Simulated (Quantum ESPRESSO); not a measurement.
# GaS2 in Quantum ESPRESSO: relaxation of the atoms with PBE+D3(BJ)

Aim: the relaxation of the atoms of GaS2 with PBE+D3(BJ).

Everything below comes from runs of Quantum ESPRESSO 7.5. Logs are shortened: lines on timing, memory, paths and dates and some standing lists are left out, and cuts for length are marked.

## 1. The structure

The cell holds a sheet with vacuum, 3 atoms: a = 2.583 Å, b = 2.583 Å, c = 34.301 Å, α = 90.00°, β = 90.00°, γ = 90.00°.

The cell was built by a generator and needn't be a form met in nature.

## 2. Relaxation of the atoms, PBE+D3(BJ)

pw.in reads:

```
&CONTROL
  calculation = 'relax'
  prefix = 'pwscf'
  outdir = './tmp'
  pseudo_dir = './pseudo'
  tprnfor = .true.
  disk_io = 'low'
  nstep = 30
  forc_conv_thr = 0.001
  etot_conv_thr = 0.0001
  max_seconds = 2720
/
&SYSTEM
  ibrav = 0
  celldm(1) = 8
  nat = 3
  ntyp = 2
  ecutwfc = 88
  nbnd = 19
  occupations = 'smearing'
  smearing = 'gaussian'
  degauss = 0.01469973
  vdw_corr = 'grimme-d3'
  dftd3_version = 4
/
&ELECTRONS
  conv_thr = 6d-08
  electron_maxstep = 150
  mixing_beta = 0.3
  mixing_mode = 'local-TF'
/
&IONS
  upscale = 10
  ion_dynamics = 'bfgs'
/
ATOMIC_SPECIES
Ga    69.7230 Ga_ONCV_PBE-1.2.upf
S     32.0600 S_ONCV_PBE-1.2.upf
CELL_PARAMETERS alat
  0.6102327223218   0.0000000000000   0.0000000000000
  0.0000000000000   0.6102327223218   0.0000000000000
  0.0000000000000   0.0000000000000   8.1024794939364
ATOMIC_POSITIONS crystal
Ga     0.0000000000    0.0000000000    0.2769600000
S      0.0000000000    0.0000000000    0.3496500000
S      0.0000000000    0.0000000000    0.2042700000
K_POINTS automatic
8 8 1 0 0 0
```

pp_density.in reads:

```
&INPUTPP
  prefix = 'pwscf'
  outdir = './tmp'
  filplot = 'density.dat'
  plot_num = 0
/
&PLOT
  nfile = 1
  filepp(1) = 'density.dat'
  iflag = 3
  output_format = 6
  fileout = 'density.cube'
/
```

pp_potential.in reads:

```
&INPUTPP
  prefix = 'pwscf'
  outdir = './tmp'
  filplot = 'potential.dat'
  plot_num = 11
/
&PLOT
  nfile = 1
  filepp(1) = 'potential.dat'
  iflag = 3
  output_format = 6
  fileout = 'potential.cube'
/
```

pp_elf.in reads:

```
&INPUTPP
  prefix = 'pwscf'
  outdir = './tmp'
  filplot = 'elf.dat'
  plot_num = 8
/
&PLOT
  nfile = 1
  filepp(1) = 'elf.dat'
  iflag = 3
  output_format = 6
  fileout = 'elf.cube'
/
```

Potentials or basis: SG15 PBE 1.2.

Command:

```bash
$ OMP_NUM_THREADS=1 mpirun -n 2 pw.x -nk 2 -in pw.in > pw.out
$ OMP_NUM_THREADS=1 mpirun -n 1 pp.x -in pp_density.in > pp_density.out
$ OMP_NUM_THREADS=1 mpirun -n 1 pp.x -in pp_potential.in > pp_potential.out
$ OMP_NUM_THREADS=1 mpirun -n 1 pp.x -in pp_elf.in > pp_elf.out
```

pw.out:

```text
This program is part of the open-source Quantum ESPRESSO suite
     for quantum simulation of materials; please cite
         "P. Giannozzi et al., J. Phys.:Condens. Matter 21 395502 (2009);
         "P. Giannozzi et al., J. Phys.:Condens. Matter 29 465901 (2017);
         "P. Giannozzi et al., J. Chem. Phys. 152 154105 (2020);
     in publications or presentations arising from this work. More details at

     Message from routine setup:
     using ibrav=0 with symmetry is DISCOURAGED, use correct ibrav instead

     K-points division:     npool     =       2
     Subspace diagonalization in iterative solution of the eigenvalue problem:
     a serial algorithm will be used

     G-vector sticks info
     --------------------
     sticks:   dense  smooth     PW     G-vecs:    dense   smooth      PW
     Sum         673     673    193               172627   172627   28141

     Using Slab Decomposition

     bravais-lattice index     =            0
     lattice parameter (alat)  =       8.0000  a.u.
     unit-cell volume          =    1544.8236 (a.u.)^3
     number of atoms/cell      =            3
     number of atomic types    =            2
     number of electrons       =        25.00
     number of Kohn-Sham states=           19
     kinetic-energy cutoff     =      88.0000  Ry
     charge density cutoff     =     352.0000  Ry
     scf convergence threshold =      6.0E-08
     mixing beta               =       0.3000
     number of iterations used =            8  local-TF  mixing
     energy convergence thresh.=      1.0E-04
     force convergence thresh. =      1.0E-03
     Exchange-correlation= PBE
                           (   1   4   3   4   0   0   0)
     nstep                     =           30

     celldm(1)=   8.000000  celldm(2)=   0.000000  celldm(3)=   0.000000
     celldm(4)=   0.000000  celldm(5)=   0.000000  celldm(6)=   0.000000

     crystal axes: (cart. coord. in units of alat)
               a(1) = (   0.610233   0.000000   0.000000 )
               a(2) = (   0.000000   0.610233   0.000000 )
               a(3) = (   0.000000   0.000000   8.102479 )

     reciprocal axes: (cart. coord. in units 2 pi/alat)
               b(1) = (  1.638719  0.000000  0.000000 )
               b(2) = (  0.000000  1.638719  0.000000 )
               b(3) = (  0.000000  0.000000  0.123419 )

     PseudoPot. # 1 for Ga read from file:
     Ga_ONCV_PBE-1.2.upf
     Pseudo is Norm-conserving, Zval = 13.0
     Generated using ONCVPSP code by D. R. Hamann
     Using radial grid of  602 points,  6 beta functions with:
                l(1) =   0
                l(2) =   0
                l(3) =   1
                l(4) =   1
                l(5) =   2
                l(6) =   2

     PseudoPot. # 2 for S  read from file:
     S_ONCV_PBE-1.2.upf
     Pseudo is Norm-conserving, Zval =  6.0
     Generated using ONCVPSP code by D. R. Hamann
     Using radial grid of  602 points,  4 beta functions with:
                l(1) =   0
                l(2) =   0
                l(3) =   1
                l(4) =   1

     atomic species   valence    mass     pseudopotential
     Ga               13.00    69.72300     Ga( 1.00)
     S                 6.00    32.06000     S ( 1.00)

      8 Sym. Ops. (no inversion) found

   Cartesian axes

     site n.     atom                  positions (alat units)
         1        Ga     tau(   1) = (   0.0000000   0.0000000   2.2440627  )
         2        S      tau(   2) = (   0.0000000   0.0000000   2.8330320  )
         3        S      tau(   3) = (   0.0000000   0.0000000   1.6550935  )

     --------------------------------------------
     DFT-D3 Dispersion Correction (3-body terms):
     --------------------------------------------
       Reference C6 values for interpolation:

         atom   Coordination number   C6
         S          0.000           268.01
         S          0.995           261.99
         S          1.990           251.62
         Ga         0.000           967.50
         Ga         0.960           843.30
         Ga         1.931           515.75
         Ga         2.923           344.63

       Values used:

         atom   Coordination number  R0_AB[au]  C6      C8
         Ga         6.053            3.740    344.63  38742.74
         S          3.944            3.128    251.62  12327.25
         S          3.944            3.128    251.62  12327.25

         Molecular C6 ( Ry / a.u.^6 ) =      2523.42

     number of k points=    15  Gaussian smearing, width (Ry)=  0.0147
                       cart. coord. in units 2pi/alat
        k(    1) = (   0.0000000   0.0000000   0.0000000), wk =   0.0312500
        k(    2) = (   0.0000000   0.2048399   0.0000000), wk =   0.1250000
        k(    3) = (   0.0000000   0.4096798   0.0000000), wk =   0.1250000
        k(    4) = (   0.0000000   0.6145197   0.0000000), wk =   0.1250000
        k(    5) = (   0.0000000  -0.8193595   0.0000000), wk =   0.0625000
        k(    6) = (   0.2048399   0.2048399   0.0000000), wk =   0.1250000
        k(    7) = (   0.2048399   0.4096798   0.0000000), wk =   0.2500000
        k(    8) = (   0.2048399   0.6145197   0.0000000), wk =   0.2500000
        k(    9) = (   0.2048399  -0.8193595   0.0000000), wk =   0.1250000
        k(   10) = (   0.4096798   0.4096798   0.0000000), wk =   0.1250000
        k(   11) = (   0.4096798   0.6145197   0.0000000), wk =   0.2500000
        k(   12) = (   0.4096798  -0.8193595   0.0000000), wk =   0.1250000
        k(   13) = (   0.6145197   0.6145197   0.0000000), wk =   0.1250000
        k(   14) = (   0.6145197  -0.8193595   0.0000000), wk =   0.1250000
        k(   15) = (  -0.8193595  -0.8193595   0.0000000), wk =   0.0312500

     Dense  grid:   172627 G-vectors     FFT dimensions: (  30,  30, 400)

     Initial potential from superposition of free atoms

     starting charge      24.9035, renormalised to      25.0000

     negative rho (up, down):  2.133E-04 0.000E+00
     Starting wfcs are random

     Self-consistent Calculation

     iteration #  1     ecut=    88.00 Ry     beta= 0.30
     Davidson diagonalization with overlap
     ethr =  1.00E-02,  avg # of iterations = 15.3

     Threshold (ethr) on eigenvalues was too large:
     Diagonalizing with lowered threshold

     Davidson diagonalization with overlap
     ethr =  1.43E-04,  avg # of iterations =  4.7

     negative rho (up, down):  9.124E-05 0.000E+00

     total energy              =    -172.21061326 Ry
     estimated scf accuracy    <       0.03117725 Ry

     iteration #  2     ecut=    88.00 Ry     beta= 0.30
     Davidson diagonalization with overlap
     ethr =  1.25E-04,  avg # of iterations =  1.1
[... 63 lines left out ...]
     iteration # 10     ecut=    88.00 Ry     beta= 0.30
     Davidson diagonalization with overlap
     ethr =  2.47E-09,  avg # of iterations =  2.5

     negative rho (up, down):  2.121E-05 0.000E+00

     total energy              =    -172.20602198 Ry
     estimated scf accuracy    <       0.00000022 Ry

[... 45 further cycles ...]
     iteration #  1     ecut=    88.00 Ry     beta= 0.30
     Davidson diagonalization with overlap
     ethr =  1.00E-06,  avg # of iterations =  6.1

     negative rho (up, down):  1.789E-05 0.000E+00

     total energy              =    -172.20658631 Ry
     estimated scf accuracy    <       0.00007313 Ry

     iteration #  2     ecut=    88.00 Ry     beta= 0.30
     Davidson diagonalization with overlap
     ethr =  2.93E-07,  avg # of iterations =  1.0
[... 66 lines left out ...]
     total energy              =    -172.20658138 Ry
     estimated scf accuracy    <       0.00000001 Ry

     iteration # 10     ecut=    88.00 Ry     beta= 0.30
     Davidson diagonalization with overlap
     ethr =  4.94E-11,  avg # of iterations =  4.0

     End of self-consistent calculation

          k = 0.0000 0.0000 0.0000 ( 21657 PWs)   bands (ev):

   -17.6432 -17.3898 -17.3330 -16.9429 -16.6955 -16.6955 -16.6191 -11.5217
    -7.5269  -4.9187   0.4153   0.4869   0.4869   0.5262   0.5262   2.8241
     3.2093   3.3095   3.7105

          k = 0.0000 0.2048 0.0000 ( 21573 PWs)   bands (ev):

   -17.4437 -17.2827 -17.1294 -16.8208 -16.7243 -16.6921 -16.6482 -11.1966
    -7.2510  -4.6850  -1.5770  -1.5266   0.6634   0.7011   0.7447   3.1455
     3.5426   3.6593   4.0507
[... 7 lines left out ...]
          k = 0.0000 0.6145 0.0000 ( 21532 PWs)   bands (ev):

   -17.1741 -16.9481 -16.8328 -16.7861 -16.6753 -15.2440 -15.2013  -8.6149
    -7.5720  -7.4913  -5.4779  -3.5531  -1.4790   1.6859   1.7157   2.9375
     3.8046   5.2861   6.4014

          k = 0.0000-0.8194 0.0000 ( 21542 PWs)   bands (ev):

   -17.1584 -16.9842 -16.8142 -16.7509 -16.6718 -14.6021 -14.5398  -8.9054
    -8.6973  -7.0009  -4.9279  -4.7837  -1.9492   1.9495   1.9774   2.4922
     4.1605   4.6214   7.7986

          k = 0.2048 0.2048 0.0000 ( 21605 PWs)   bands (ev):

   -17.2886 -17.2219 -16.9055 -16.7288 -16.7001 -16.6753 -16.6462 -10.8696
    -6.9777  -4.4516  -1.5957  -1.5426  -1.1225  -1.0785   1.0724   3.4695
     3.8735   4.0097   4.3904
[... 7 lines left out ...]
          k = 0.2048 0.6145 0.0000 ( 21528 PWs)   bands (ev):

   -17.0881 -16.9396 -16.8377 -16.8049 -16.7161 -14.9702 -14.9401  -8.2917
    -7.3331  -7.2570  -5.2249  -3.2882  -1.2020  -0.0991  -0.0645   3.2341
     4.1356   5.5555   6.7444

          k = 0.2048-0.8194 0.0000 ( 21522 PWs)   bands (ev):

   -17.0721 -16.9757 -16.8683 -16.7262 -16.7115 -14.3263 -14.2762  -8.6557
    -8.4601  -6.7097  -4.6843  -4.4271  -1.7442   0.2372   0.2689   2.7939
     4.5142   4.9250   7.9134

          k = 0.4097 0.4097 0.0000 ( 21462 PWs)   bands (ev):

   -16.9482 -16.9297 -16.8576 -16.8466 -16.8100 -15.2755 -15.2552  -8.8899
    -5.4877  -4.2833  -4.2081  -3.7536  -3.5962  -3.0720   2.2536   2.9234
     3.9564   5.5587   5.6711

          k = 0.4097 0.6145 0.0000 ( 21533 PWs)   bands (ev):

   -16.9588 -16.9200 -16.8955 -16.8092 -16.7340 -14.1932 -14.1724  -7.3342
    -6.6710  -6.6123  -4.5341  -3.1896  -3.0913  -2.5246  -0.4525   4.0334
     4.8971   5.0735   6.3097

          k = 0.4097-0.8194 0.0000 ( 21548 PWs)   bands (ev):

   -16.9941 -16.9555 -16.8846 -16.8035 -16.6527 -13.5405 -13.5066  -7.9689
    -7.8044  -5.8343  -4.0252  -3.4154  -2.7645  -2.6918  -1.1801   3.6581
     5.4385   5.5655   5.8355

          k = 0.6145 0.6145 0.0000 ( 21522 PWs)   bands (ev):

   -17.0689 -16.9064 -16.8924 -16.7874 -16.5961 -13.1005 -13.0770  -6.0363
    -5.9383  -5.9084  -5.5916  -5.5045  -3.6326  -1.7210  -0.1658   2.6629
     4.0812   4.2056   5.3106

          k = 0.6145-0.8194 0.0000 ( 21542 PWs)   bands (ev):

   -17.1137 -16.9353 -16.8915 -16.7651 -16.5184 -12.4344 -12.3983  -7.0945
    -6.9664  -5.4113  -5.3248  -4.4285  -3.1693  -1.9775  -0.7118   2.9272
     3.1538   3.3290   5.0800

          k =-0.8194-0.8194 0.0000 ( 21556 PWs)   bands (ev):

   -17.1617 -16.9270 -16.9270 -16.7371 -16.4429 -11.7511 -11.7004  -6.6359
    -6.6359  -6.5270  -6.5270  -3.3185  -2.7416  -1.0167  -1.0167   1.7059
     2.1270   2.2817   4.8611

     the Fermi energy is    -1.7914 ev

!    total energy              =    -172.20658137 Ry
     estimated scf accuracy    <          9.2E-10 Ry
     smearing contrib. (-TS)   =      -0.00191414 Ry
     internal energy E=F+TS    =    -172.20466724 Ry

     The total energy is F=E-TS. E is the sum of the following terms:
     one-electron contribution =   -2434.17731169 Ry
     hartree contribution      =    1223.87265489 Ry
     xc contribution           =     -26.91891707 Ry
     ewald contribution        =    1065.07374273 Ry
     DFT-D3 Dispersion         =      -0.05483609 Ry

     convergence has been achieved in  10 iterations

     Forces acting on atoms (cartesian axes, Ry/au):

     atom    1 type  1   force =     0.00000000    0.00000000   -0.00063394
     atom    2 type  2   force =     0.00000000    0.00000000    0.00022724
     atom    3 type  2   force =     0.00000000    0.00000000    0.00040669

     Total force =     0.000787     Total SCF correction =     0.000124
     SCF correction compared to forces is large: reduce conv_thr to get better values
     Energy error            =      3.8E-05 Ry
     Gradient error          =      6.3E-04 Ry/Bohr

     bfgs converged in   8 scf cycles and   7 bfgs steps
     (criteria: energy <  1.0E-04 Ry, force <  1.0E-03 Ry/Bohr)

     End of BFGS Geometry Optimization

     Final energy             =    -172.2065813712 Ry

Begin final coordinates

ATOMIC_POSITIONS (crystal)
Ga               0.0000000000        0.0000000000        0.2770655046
S                0.0000000000        0.0000000000        0.3513105970
S                0.0000000000        0.0000000000        0.2025038984
End final coordinates

=------------------------------------------------------------------------------=
   JOB DONE.
=------------------------------------------------------------------------------=
```

Wall time 6 min (2 MPI ranks of Arm Neoverse V2, shared host); peak memory 0.64 GiB.

What came out:

```
Free energy                     : -2342.9899 eV
Energy gained by relaxing       : 2.5 meV/atom
Ionic steps                     : 8
Largest force after relaxing    : 0.016 eV/Å
Band gap on the k mesh          : none (metal or under the smearing width)
Work function of the upper face : 5.12 eV
Work function of the lower face : 5.12 eV
```

Forces on the atoms (eV/Å):
```
Ga   0.000  0.000 -0.016
S    0.000  0.000  0.006
S    0.000  0.000  0.010
```

The path:
| step | energy change (eV) | largest force (eV/Å) |
| --- | --- | --- |
| 1 | 0.0000 | 0.1396 |
| 2 | -0.0007 | 0.1306 |
| 3 | -0.0014 | 0.1220 |
| 4 | -0.0024 | 0.1093 |
| 5 | -0.0038 | 0.0925 |
| 6 | -0.0055 | 0.0723 |
| 7 | -0.0071 | 0.0413 |
| 8 | -0.0076 | 0.0163 |

Final structure:
```xyz
3
Lattice="2.5834 0.0000 0.0000 0.0000 2.5834 0.0000 0.0000 0.0000 34.3012" Properties=species:S:1:pos:R:3 pbc="T T T"
Ga    0.0000    0.0000    9.5037
S     0.0000    0.0000   12.0504
S     0.0000    0.0000    6.9461
```
